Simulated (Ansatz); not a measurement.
# CaSi2S4: the cost of one run

Method: DFT PBE, scalar-relativistic, plane waves, PAW, in Ansatz 0.2.0.

**1. The system as given**

It takes space group I4/mmm (No. 139, tetragonal). The conventional cell has a = 10.413 Å, b = 10.413 Å, c = 6.250 Å, α = 90.00°, β = 90.00°, γ = 90.00°. Around Ca (site symmetry -4m2) lie 2 Ca at 3.12 Å. Si (site symmetry m2m) is surrounded by 4 S at 1.87 to 1.88 Å. S (site symmetry 2/m) has 2 Si at 1.87 Å as nearest neighbours. S (site symmetry m2m) has 2 Si at 1.88 Å as nearest neighbours.

As a file:

```cif
data_structure
_symmetry_space_group_name_H-M 'P 1'
_symmetry_Int_Tables_number 1
_cell_length_a 7.9990
_cell_length_b 7.9990
_cell_length_c 7.9990
_cell_angle_alpha 98.779
_cell_angle_beta 98.779
_cell_angle_gamma 134.008
_cell_volume 338.86
loop_
_atom_site_label
_atom_site_type_symbol
_atom_site_fract_x
_atom_site_fract_y
_atom_site_fract_z
_atom_site_occupancy
Ca1 Ca 0.75000 0.25000 0.50000 1
Ca2 Ca 0.25000 0.75000 0.50000 1
Si1 Si 0.68050 0.68050 0.36100 1
Si2 Si 0.31950 0.31950 0.63900 1
Si3 Si 0.31950 0.68050 0.00000 1
Si4 Si 0.68050 0.31950 0.00000 1
S1 S 0.50000 0.50000 0.50000 1
S2 S 0.00000 0.00000 0.50000 1
S3 S 0.50000 0.68050 0.18050 1
S4 S 0.68050 0.50000 0.18050 1
S5 S 0.31950 0.50000 0.81950 1
S6 S 0.50000 0.31950 0.81950 1
S7 S 0.00000 0.50000 0.00000 1
S8 S 0.50000 0.00000 0.00000 1
```

A structure generator made this guess: 4-connected net, bridging atoms on its edges, guests in its cages (I4/mmm, No. 139). Lengths come from tabulated atomic sizes and are only a guess.

**2. The guess as it stands, on a coarse mesh**

File input.yaml:

```yaml
crystal:
  lattice:
    - [-5.20665925, 5.20665925, 3.1249185]
    - [5.20665925, -5.20665925, 3.1249185]
    - [5.20665925, 5.20665925, -3.1249185]
  atoms:
    - { symbol: Ca, position: [0.75, 0.25, 0.5] }
    - { symbol: Ca, position: [0.25, 0.75, 0.5] }
    - { symbol: Si, position: [0.68049857, 0.68049857, 0.36099713] }
    - { symbol: Si, position: [0.31950143, 0.31950143, 0.63900287] }
    - { symbol: Si, position: [0.31950143, 0.68049857, 0.0] }
    - { symbol: Si, position: [0.68049857, 0.31950143, 0.0] }
    - { symbol: S, position: [0.5, 0.5, 0.5] }
    - { symbol: S, position: [0.0, 0.0, 0.5] }
    - { symbol: S, position: [0.5, 0.68049857, 0.18049857] }
    - { symbol: S, position: [0.68049857, 0.5, 0.18049857] }
    - { symbol: S, position: [0.31950143, 0.5, 0.81950143] }
    - { symbol: S, position: [0.5, 0.31950143, 0.81950143] }
    - { symbol: S, position: [0.0, 0.5, 0.0] }
    - { symbol: S, position: [0.5, 0.0, 0.0] }
basis:
  ecutwfc: 420
kpoints:
  mp_grid: { grid: [4, 4, 4] }
hamiltonian:
  xc: pbe
scf:
  occupations: { method: gaussian, width: 0.1 }
  lower_state_search: "off"
output:
  forces: true
  stress: true
  eigenvalues: true
```

On the command line:

```console
$ ansatz run input.yaml --threads 1 --pin off --max-ram 2560MiB --backend cpu --events-out ev --progress --plain --runs-dir out
```

What time and memory should one allow on 1 thread of Intel Xeon at 2.50GHz (Skylake/Cascade Lake), shared host?

About 35 s, with a peak of 0.64 GiB.
